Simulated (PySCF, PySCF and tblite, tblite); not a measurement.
# CH5BrF2OSi2: conformers and averaged spectra, part 2 of 3

PySCF and tblite. Atoms count from 0.

## 3. GFN2-xTB relaxation, conformer 4

Job settings and geometry (Å):

```
{"job": {"xc": "GFN2-xTB", "basis": "xTB", "kind": "relax"}, "charge": 0, "multiplicity": 1}
F      2.934500     0.025100     0.749000
C      1.728600     0.387600     0.189100
F      1.193400     1.297000     1.045300
Si     0.624200    -1.079400     0.050300
O     -0.907500    -0.764300    -0.501500
Si    -2.088200     0.378500    -0.278300
Br    -1.526700     2.183500    -1.436700
H      1.935800     0.876500    -0.754500
H      0.466000    -1.774600     1.371100
H      1.211400    -2.102300    -0.851300
H     -2.186500     0.713300     1.162100
H     -3.383700    -0.141500    -0.770700
```

What it wrote:

```text
step      E/eV     max force
  0    -705.15244    3.420
  1    -705.31867    1.243
  2    -705.37974    0.465
  3    -705.40317    0.427
  4    -705.42188    0.387
  5    -705.43686    0.335
  6    -705.44942    0.277
  7    -705.46042    0.269
  8    -705.46951    0.261
  9    -705.47694    0.218
 10    -705.48187    0.215
 11    -705.48601    0.171
 12    -705.49051    0.164
 13    -705.49392    0.136
 14    -705.49574    0.107
 15    -705.49695    0.117
 16    -705.49829    0.140
 17    -705.49961    0.097
 18    -705.50058    0.083
 19    -705.50136    0.078
 20    -705.50237    0.135
 21    -705.50386    0.171
 22    -705.50557    0.140
 23    -705.50686    0.083
 24    -705.50754    0.062
 25    -705.50797    0.059
 26    -705.50846    0.064
 27    -705.50913    0.078
 28    -705.51011    0.087
 29    -705.51137    0.102
 30    -705.51251    0.085
 31    -705.51321    0.065
 32    -705.51363    0.054
 33    -705.51402    0.059
 34    -705.51459    0.075
 35    -705.51540    0.087
 36    -705.51637    0.084
 37    -705.51742    0.089
 38    -705.51856    0.075
 39    -705.51983    0.106
 40    -705.52109    0.101
 41    -705.52210    0.071
 42    -705.52304    0.092
 43    -705.52404    0.099
 44    -705.52489    0.086
 45    -705.52549    0.060
 46    -705.52590    0.052
 47    -705.52619    0.051
 48    -705.52647    0.042
 49    -705.52674    0.034
 50    -705.52674    0.034
 51    -705.52681    0.033
 52    -705.52736    0.048
 53    -705.52744    0.046
 54    -705.52764    0.034
 55    -705.52774    0.033
 56    -705.52786    0.026
 57    -705.52792    0.021
 58    -705.52798    0.022
 59    -705.52804    0.031
 60    -705.52813    0.036
 61    -705.52823    0.031
 62    -705.52832    0.026
 63    -705.52838    0.028
 64    -705.52844    0.031
 65    -705.52854    0.034
 66    -705.52869    0.039
 67    -705.52889    0.043
 68    -705.52909    0.036
 69    -705.52922    0.024
 70    -705.52930    0.025
 71    -705.52938    0.031
 72    -705.52950    0.038
 73    -705.52971    0.046
 74    -705.53001    0.071
 75    -705.53030    0.070
 76    -705.53048    0.042
 77    -705.53059    0.036
 78    -705.53069    0.036
 79    -705.53081    0.042
 80    -705.53093    0.043
 81    -705.53101    0.027
 82    -705.53109    0.034
 83    -705.53119    0.037
 84    -705.53130    0.034
 85    -705.53138    0.026
 86    -705.53142    0.020
 87    -705.53144    0.020
 88    -705.53147    0.018
 89    -705.53151    0.024
 90    -705.53155    0.019
 91    -705.53158    0.010
 92    -705.53159    0.008
 93    -705.53160    0.010
 94    -705.53162    0.016
 95    -705.53165    0.018
 96    -705.53169    0.015
 97    -705.53171    0.010
 98    -705.53174    0.016
 99    -705.53178    0.020
100    -705.53184    0.031
101    -705.53189    0.032
102    -705.53194    0.024
103    -705.53200    0.022
104    -705.53209    0.034
105    -705.53221    0.040
106    -705.53233    0.029
107    -705.53240    0.018
108    -705.53244    0.017
109    -705.53250    0.027
110    -705.53260    0.039
111    -705.53270    0.041
112    -705.53279    0.025
113    -705.53284    0.017
114    -705.53288    0.017
115    -705.53295    0.029
116    -705.53305    0.032
117    -705.53314    0.026
118    -705.53322    0.027
119    -705.53328    0.022
120    -705.53334    0.024
121    -705.53339    0.021
122    -705.53342    0.012
123    -705.53345    0.011
124    -705.53347    0.013
125    -705.53348    0.011
126    -705.53349    0.014
127    -705.53350    0.007
128    -705.53351    0.007
129    -705.53354    0.009
130    -705.53354    0.006
131    -705.53355    0.007
132    -705.53356    0.007
133    -705.53356    0.008
134    -705.53357    0.007
135    -705.53357    0.006
136    -705.53358    0.006
137    -705.53358    0.008
138    -705.53359    0.011
139    -705.53360    0.014
140    -705.53362    0.014
141    -705.53364    0.014
142    -705.53367    0.015
143    -705.53370    0.015
144    -705.53374    0.013
145    -705.53377    0.014
146    -705.53380    0.015
147    -705.53382    0.015
148    -705.53385    0.013
149    -705.53387    0.012
150    -705.53391    0.015
151    -705.53394    0.014
152    -705.53396    0.009
153    -705.53396    0.006
154    -705.53397    0.008
155    -705.53397    0.004
```

Wall time 0.85 s (1 thread of Arm Neoverse V2, shared host).

Relaxing gained 0.382 eV and moved the atoms by 0.42 Å on average (rms).

GFN2-xTB relaxation, conformer 5:

Job settings and geometry (Å):

```
{"job": {"xc": "GFN2-xTB", "basis": "xTB", "kind": "relax"}, "charge": 0, "multiplicity": 1}
F     -1.220500     1.279700    -1.065600
C     -1.729400     0.107900    -0.607800
F     -2.252100     0.375100     0.625800
Si    -0.366900    -1.127400    -0.440400
O      0.877900    -0.701900     0.589700
Si     1.682200     0.680700     1.004000
Br     2.945500     1.333500    -0.695800
H     -2.523200    -0.214200    -1.259100
H      0.228700    -1.442600    -1.761800
H     -0.906800    -2.435900     0.059300
H      2.552500     0.401000     2.173900
H      0.713200     1.743300     1.351700
```

What it wrote:

```text
step      E/eV     max force
  0    -705.13388    3.529
  1    -705.31439    1.394
  2    -705.38924    0.464
  3    -705.41216    0.485
  4    -705.43456    0.379
  5    -705.44929    0.329
  6    -705.46360    0.286
  7    -705.47631    0.341
  8    -705.48769    0.331
  9    -705.49619    0.231
 10    -705.50151    0.227
 11    -705.50547    0.182
 12    -705.50938    0.160
 13    -705.51196    0.103
 14    -705.51322    0.103
 15    -705.51410    0.107
 16    -705.51510    0.123
 17    -705.51589    0.077
 18    -705.51630    0.060
 19    -705.51655    0.053
 20    -705.51689    0.082
 21    -705.51744    0.107
 22    -705.51806    0.087
 23    -705.51847    0.036
 24    -705.51847    0.036
 25    -705.51859    0.029
 26    -705.51883    0.032
 27    -705.51891    0.032
 28    -705.51916    0.031
 29    -705.51927    0.022
 30    -705.51936    0.022
 31    -705.51943    0.024
 32    -705.51953    0.028
 33    -705.51968    0.035
 34    -705.51991    0.045
 35    -705.52017    0.037
 36    -705.52038    0.038
 37    -705.52055    0.035
 38    -705.52073    0.039
 39    -705.52101    0.055
 40    -705.52142    0.068
 41    -705.52188    0.065
 42    -705.52226    0.067
 43    -705.52259    0.052
 44    -705.52293    0.053
 45    -705.52326    0.050
 46    -705.52349    0.035
 47    -705.52364    0.034
 48    -705.52381    0.038
 49    -705.52404    0.054
 50    -705.52425    0.043
 51    -705.52437    0.019
 52    -705.52442    0.018
 53    -705.52446    0.023
 54    -705.52453    0.028
 55    -705.52462    0.025
 56    -705.52470    0.016
 57    -705.52474    0.018
 58    -705.52477    0.019
 59    -705.52481    0.021
 60    -705.52488    0.021
 61    -705.52495    0.024
 62    -705.52506    0.029
 63    -705.52521    0.053
 64    -705.52548    0.071
 65    -705.52590    0.069
 66    -705.52634    0.058
 67    -705.52665    0.045
 68    -705.52685    0.050
 69    -705.52708    0.068
 70    -705.52745    0.067
 71    -705.52754    0.092
 72    -705.52814    0.047
 73    -705.52839    0.041
 74    -705.52891    0.072
 75    -705.52916    0.063
 76    -705.52973    0.074
 77    -705.53062    0.083
 78    -705.53107    0.087
 79    -705.53137    0.048
 80    -705.53168    0.042
 81    -705.53188    0.031
 82    -705.53204    0.034
 83    -705.53218    0.031
 84    -705.53233    0.036
 85    -705.53253    0.046
 86    -705.53279    0.043
 87    -705.53302    0.034
 88    -705.53312    0.020
 89    -705.53316    0.015
 90    -705.53321    0.021
 91    -705.53327    0.020
 92    -705.53334    0.018
 93    -705.53340    0.021
 94    -705.53345    0.022
 95    -705.53351    0.023
 96    -705.53357    0.024
 97    -705.53362    0.017
 98    -705.53364    0.017
 99    -705.53366    0.016
100    -705.53368    0.016
101    -705.53373    0.013
102    -705.53374    0.010
103    -705.53376    0.008
104    -705.53377    0.008
105    -705.53378    0.010
106    -705.53379    0.009
107    -705.53380    0.009
108    -705.53382    0.010
109    -705.53383    0.014
110    -705.53385    0.018
111    -705.53387    0.017
112    -705.53389    0.010
113    -705.53391    0.008
114    -705.53392    0.011
115    -705.53394    0.012
116    -705.53396    0.010
117    -705.53398    0.012
118    -705.53400    0.015
119    -705.53404    0.024
120    -705.53410    0.032
121    -705.53419    0.030
122    -705.53420    0.049
123    -705.53435    0.025
124    -705.53441    0.028
125    -705.53453    0.036
126    -705.53466    0.047
127    -705.53479    0.042
128    -705.53489    0.021
129    -705.53494    0.024
130    -705.53497    0.019
131    -705.53500    0.020
132    -705.53505    0.017
133    -705.53508    0.013
134    -705.53510    0.010
135    -705.53511    0.009
136    -705.53512    0.006
137    -705.53512    0.010
138    -705.53513    0.007
139    -705.53513    0.006
140    -705.53514    0.008
141    -705.53515    0.009
142    -705.53516    0.009
143    -705.53517    0.007
144    -705.53518    0.008
145    -705.53519    0.008
146    -705.53520    0.010
147    -705.53521    0.009
148    -705.53522    0.007
149    -705.53524    0.008
150    -705.53524    0.010
151    -705.53526    0.013
152    -705.53527    0.010
153    -705.53528    0.009
154    -705.53530    0.009
155    -705.53531    0.011
156    -705.53534    0.017
157    -705.53537    0.017
158    -705.53541    0.015
159    -705.53545    0.014
160    -705.53549    0.016
161    -705.53553    0.018
162    -705.53559    0.018
163    -705.53566    0.018
164    -705.53573    0.019
165    -705.53576    0.027
166    -705.53579    0.040
167    -705.53584    0.014
168    -705.53586    0.010
169    -705.53588    0.011
170    -705.53592    0.019
171    -705.53596    0.021
172    -705.53599    0.019
173    -705.53602    0.013
174    -705.53605    0.013
175    -705.53607    0.015
176    -705.53609    0.016
177    -705.53611    0.012
178    -705.53614    0.014
179    -705.53616    0.014
180    -705.53619    0.017
181    -705.53625    0.017
182    -705.53627    0.039
183    -705.53637    0.023
184    -705.53643    0.024
185    -705.53653    0.039
186    -705.53663    0.028
187    -705.53675    0.047
188    -705.53690    0.049
189    -705.53700    0.028
190    -705.53693    0.083
191    -705.53719    0.026
192    -705.53725    0.030
193    -705.53739    0.038
194    -705.53748    0.030
195    -705.53762    0.022
196    -705.53774    0.041
197    -705.53786    0.039
198    -705.53783    0.045
199    -705.53798    0.029
200    -705.53800    0.015
201    -705.53806    0.017
202    -705.53809    0.017
203    -705.53812    0.011
204    -705.53815    0.011
205    -705.53817    0.013
206    -705.53821    0.014
207    -705.53824    0.012
208    -705.53826    0.014
209    -705.53829    0.012
210    -705.53830    0.008
211    -705.53831    0.009
212    -705.53832    0.007
213    -705.53832    0.006
214    -705.53833    0.007
215    -705.53833    0.007
216    -705.53833    0.006
217    -705.53834    0.005
218    -705.53834    0.006
219    -705.53835    0.007
220    -705.53836    0.008
221    -705.53837    0.008
222    -705.53838    0.009
223    -705.53839    0.010
224    -705.53840    0.009
225    -705.53841    0.007
226    -705.53841    0.005
227    -705.53841    0.004
```

It took 1.3 s on 1 thread of Arm Neoverse V2, shared host.

The energy fell by 0.405 eV, and the atoms moved 0.95 Å (root mean square).

## 4. Shieldings, conformer 1: KT2/pcSseg-1 in acetone

Job settings and geometry (Å):

```
{"job": {"xc": "KT2", "basis": "pcSseg-1", "solvent": "acetone", "kind": "nmr", "pop": true}, "charge": 0, "multiplicity": 1}
F     -3.202443     0.031148    -0.665941
C     -2.116850    -0.167274     0.131750
F     -2.309168     0.620788     1.228070
Si    -0.507063     0.345151    -0.795850
O      0.660955    -0.166071     0.199856
Si     2.203825    -0.251187     0.683593
Br     3.436936     0.307233    -1.043126
H     -2.166715    -1.208485     0.481330
H     -0.450629     1.795303    -0.900752
H     -0.418490    -0.402971    -2.042034
H      2.452280    -1.646517     0.982216
H      2.418560     0.742196     1.714861
```

What it wrote:

```text
coarse grid: 53480 points
cycle   1  E = -3487.8761640714  dE = -2.953e-01  |g| = 1.246e+00  |ddm| = 3.239e+00
cycle   2  E = -3486.9823411039  dE =  8.938e-01  |g| = 2.417e+00  |ddm| = 2.918e+00
cycle   3  E = -3488.0770862604  dE = -1.095e+00  |g| = 3.180e-01  |ddm| = 2.564e+00
cycle   4  E = -3488.0907573174  dE = -1.367e-02  |g| = 2.194e-01  |ddm| = 4.303e-01
cycle   5  E = -3488.0983241714  dE = -7.567e-03  |g| = 2.994e-02  |ddm| = 1.472e-01
cycle   6  E = -3488.0984574182  dE = -1.332e-04  |g| = 1.384e-02  |ddm| = 3.249e-02
cycle   7  E = -3488.0985015845  dE = -4.417e-05  |g| = 2.041e-03  |ddm| = 1.382e-02
cycle   8  E = -3488.0985020461  dE = -4.616e-07  |g| = 7.267e-04  |ddm| = 1.573e-03
final grid: 109416 points
cycle   9  E = -3488.0984177363  dE =  1.203e-07  |g| = 1.309e-03  |ddm| = 1.551e-03
cycle  10  E = -3488.0984170137  dE =  7.226e-07  |g| = 2.505e-03  |ddm| = 2.379e-03
cycle  11  E = -3488.0984180051  dE = -9.914e-07  |g| = 1.762e-04  |ddm| = 1.557e-03
cycle  12  E = -3488.0984180108  dE = -5.760e-09  |g| = 2.951e-05  |ddm| = 1.787e-04
cycle  13  E = -3488.0984180110  dE = -1.464e-10  |g| = 1.015e-05  |ddm| = 2.873e-05
converged SCF energy = -3488.0984180110

GIAO shielding tensors (ppm)
atom      isotropic    diamagn.    paramagn.     s11        s22        s33       span
  0 F      317.274     471.941    -154.666    186.300    304.570    460.952    274.651
  1 C       57.639     249.951    -192.312     40.713     61.868     70.337     29.624
  2 F      310.166     474.908    -164.743    182.507    309.317    438.673    256.166
  3 Si     395.092     882.836    -487.743    361.905    389.587    433.784     71.879
  4 O      280.373     399.157    -118.784    213.826    252.693    374.601    160.776
  5 Si     372.118     881.149    -509.031    342.992    365.519    407.843     64.851
  6 Br    2536.178    3129.617    -593.439   2091.164   2708.361   2809.008    717.844
  7 H       24.727      29.076      -4.349     22.787     24.694     26.700      3.913
  8 H       26.480      29.253      -2.773     22.660     25.851     30.930      8.270
  9 H       26.418      29.296      -2.878     22.288     26.194     30.771      8.483
 10 H       25.608      27.900      -2.292     20.877     24.191     31.758     10.881
 11 H       25.535      27.960      -2.424     20.768     24.235     31.604     10.836
```

Run time: 16 s. Hardware: 1 thread of Arm Neoverse V2, shared host.

Key values: HOMO -6.96 eV, LUMO -1.00 eV; dipole 1.94 D.

## 5. Single-point energy, conformer 1: B3LYP/def2-SVP in acetone

The job, as its differences from that of step 4:

```diff
@@ -1,2 +1,2 @@
-{"job": {"xc": "KT2", "basis": "pcSseg-1", "solvent": "acetone", "kind": "nmr", "pop": true}, "charge": 0, "multiplicity": 1}
+{"job": {"xc": "B3LYP", "basis": "def2-SVP", "solvent": "acetone", "kind": "sp"}, "charge": 0, "multiplicity": 1}
 F     -3.202443     0.031148    -0.665941
```

What it wrote:

```text
coarse grid: 53480 points
cycle   1  E = -3468.4197661703  dE = -2.612e-01  |g| = 1.020e+00  |ddm| = 3.492e+00
cycle   2  E = -3468.0764187741  dE =  3.433e-01  |g| = 1.697e+00  |ddm| = 2.051e+00
cycle   3  E = -3468.5979990743  dE = -5.216e-01  |g| = 1.374e-01  |ddm| = 1.445e+00
cycle   4  E = -3468.6011492410  dE = -3.150e-03  |g| = 7.566e-02  |ddm| = 1.969e-01
cycle   5  E = -3468.6021103943  dE = -9.612e-04  |g| = 1.136e-02  |ddm| = 5.578e-02
cycle   6  E = -3468.6021369432  dE = -2.655e-05  |g| = 4.295e-03  |ddm| = 1.621e-02
cycle   7  E = -3468.6021409602  dE = -4.017e-06  |g| = 4.096e-04  |ddm| = 4.539e-03
final grid: 109416 points
cycle   8  E = -3468.6020729918  dE = -3.288e-08  |g| = 4.309e-04  |ddm| = 1.147e-03
cycle   9  E = -3468.6020729642  dE =  2.753e-08  |g| = 5.748e-04  |ddm| = 7.757e-04
cycle  10  E = -3468.6020730179  dE = -5.369e-08  |g| = 8.499e-05  |ddm| = 4.786e-04
cycle  11  E = -3468.6020730191  dE = -1.154e-09  |g| = 1.116e-05  |ddm| = 7.119e-05
cycle  12  E = -3468.6020730191  dE = -2.638e-11  |g| = 3.802e-06  |ddm| = 1.201e-05
converged SCF energy = -3468.6020730191
```

Run time: 8.1 s. Hardware: 1 thread of Arm Neoverse V2, shared host.

Key values: HOMO -7.96 eV, LUMO 0.18 eV; dipole 1.90 D.

## 6. Shieldings, conformer 2: KT2/pcSseg-1 in acetone

Job settings and geometry (Å):

```
{"job": {"xc": "KT2", "basis": "pcSseg-1", "solvent": "acetone", "kind": "nmr", "pop": false}, "charge": 0, "multiplicity": 1}
F     -1.464688     1.591478    -0.512896
C     -1.836276     0.365186    -0.040374
F     -1.659272     0.425916     1.311809
Si    -0.699447    -1.005359    -0.797405
O      0.800388    -0.565770    -0.418363
Si     1.965621     0.435252     0.112396
Br     3.758717    -0.305110    -0.909909
H     -2.914495     0.267912    -0.217402
H     -0.832403    -0.947703    -2.244254
H     -0.962074    -2.250755    -0.096909
H      2.128392     0.205056     1.533707
H      1.716737     1.783211    -0.353652
```

What it wrote:

```text
coarse grid: 53480 points
cycle   1  E = -3487.8729579869  dE = -2.939e-01  |g| = 1.249e+00  |ddm| = 3.229e+00
cycle   2  E = -3486.9350350621  dE =  9.379e-01  |g| = 2.459e+00  |ddm| = 3.000e+00
cycle   3  E = -3488.0769455303  dE = -1.142e+00  |g| = 3.099e-01  |ddm| = 2.625e+00
cycle   4  E = -3488.0900501376  dE = -1.310e-02  |g| = 2.141e-01  |ddm| = 4.268e-01
cycle   5  E = -3488.0972806864  dE = -7.231e-03  |g| = 3.141e-02  |ddm| = 1.510e-01
cycle   6  E = -3488.0974286696  dE = -1.480e-04  |g| = 1.281e-02  |ddm| = 3.076e-02
cycle   7  E = -3488.0974673163  dE = -3.865e-05  |g| = 2.128e-03  |ddm| = 1.358e-02
cycle   8  E = -3488.0974679125  dE = -5.962e-07  |g| = 4.650e-04  |ddm| = 1.642e-03
final grid: 109416 points
cycle   9  E = -3488.0974435288  dE =  8.887e-09  |g| = 8.140e-04  |ddm| = 1.243e-03
cycle  10  E = -3488.0974432106  dE =  3.182e-07  |g| = 1.554e-03  |ddm| = 1.818e-03
cycle  11  E = -3488.0974436368  dE = -4.261e-07  |g| = 1.720e-04  |ddm| = 1.224e-03
cycle  12  E = -3488.0974436413  dE = -4.568e-09  |g| = 2.141e-05  |ddm| = 1.593e-04
cycle  13  E = -3488.0974436414  dE = -9.823e-11  |g| = 4.272e-06  |ddm| = 2.752e-05
converged SCF energy = -3488.0974436414

GIAO shielding tensors (ppm)
atom      isotropic    diamagn.    paramagn.     s11        s22        s33       span
  0 F      314.024     476.964    -162.940    172.368    306.297    463.406    291.037
  1 C       57.863     244.870    -187.007     37.444     61.056     75.090     37.646
  2 F      313.741     477.157    -163.415    171.773    304.429    465.023    293.250
  3 Si     392.988     882.390    -489.402    361.082    385.081    432.800     71.718
  4 O      292.809     398.866    -106.057    240.949    278.305    359.172    118.223
  5 Si     370.989     880.718    -509.729    332.397    372.962    407.609     75.212
  6 Br    2531.384    3128.290    -596.906   2079.099   2709.664   2805.389    726.290
  7 H       24.872      27.277      -2.405     21.772     25.093     27.752      5.980
  8 H       26.294      28.594      -2.300     22.703     24.657     31.522      8.819
  9 H       26.354      28.763      -2.409     22.906     24.440     31.715      8.809
 10 H       25.587      28.666      -3.079     20.541     24.776     31.444     10.903
 11 H       25.496      29.029      -3.534     20.243     25.250     30.994     10.751
```

Wall time 15 s (1 thread of Arm Neoverse V2, shared host).

Key values: HOMO -6.87 eV, LUMO -1.00 eV; dipole 2.65 D.

## 7. Single-point energy, conformer 2: B3LYP/def2-SVP in acetone

The job, as its differences from that of step 6:

```diff
@@ -1,2 +1,2 @@
-{"job": {"xc": "KT2", "basis": "pcSseg-1", "solvent": "acetone", "kind": "nmr", "pop": false}, "charge": 0, "multiplicity": 1}
+{"job": {"xc": "B3LYP", "basis": "def2-SVP", "solvent": "acetone", "kind": "sp"}, "charge": 0, "multiplicity": 1}
 F     -1.464688     1.591478    -0.512896
```

What it wrote:

```text
coarse grid: 53480 points
cycle   1  E = -3468.4166996202  dE = -2.601e-01  |g| = 1.022e+00  |ddm| = 3.487e+00
cycle   2  E = -3468.0544374997  dE =  3.623e-01  |g| = 1.726e+00  |ddm| = 2.059e+00
cycle   3  E = -3468.5967793088  dE = -5.423e-01  |g| = 1.333e-01  |ddm| = 1.455e+00
cycle   4  E = -3468.5997017311  dE = -2.922e-03  |g| = 7.643e-02  |ddm| = 1.971e-01
cycle   5  E = -3468.6006954233  dE = -9.937e-04  |g| = 1.178e-02  |ddm| = 5.811e-02
cycle   6  E = -3468.6007231860  dE = -2.776e-05  |g| = 4.158e-03  |ddm| = 1.576e-02
cycle   7  E = -3468.6007270031  dE = -3.817e-06  |g| = 4.252e-04  |ddm| = 4.513e-03
final grid: 109416 points
cycle   8  E = -3468.6007183452  dE = -2.716e-08  |g| = 4.460e-04  |ddm| = 1.160e-03
cycle   9  E = -3468.6007183193  dE =  2.591e-08  |g| = 5.733e-04  |ddm| = 8.240e-04
cycle  10  E = -3468.6007183727  dE = -5.344e-08  |g| = 9.752e-05  |ddm| = 4.972e-04
cycle  11  E = -3468.6007183743  dE = -1.597e-09  |g| = 9.028e-06  |ddm| = 7.950e-05
cycle  12  E = -3468.6007183743  dE = -1.000e-11  |g| = 2.730e-06  |ddm| = 1.131e-05
converged SCF energy = -3468.6007183743
```

It took 8 s on 1 thread of Arm Neoverse V2, shared host.

This run: HOMO -7.88 eV, LUMO 0.18 eV; dipole 2.60 D.

(Part 2 of 3 ends here.)
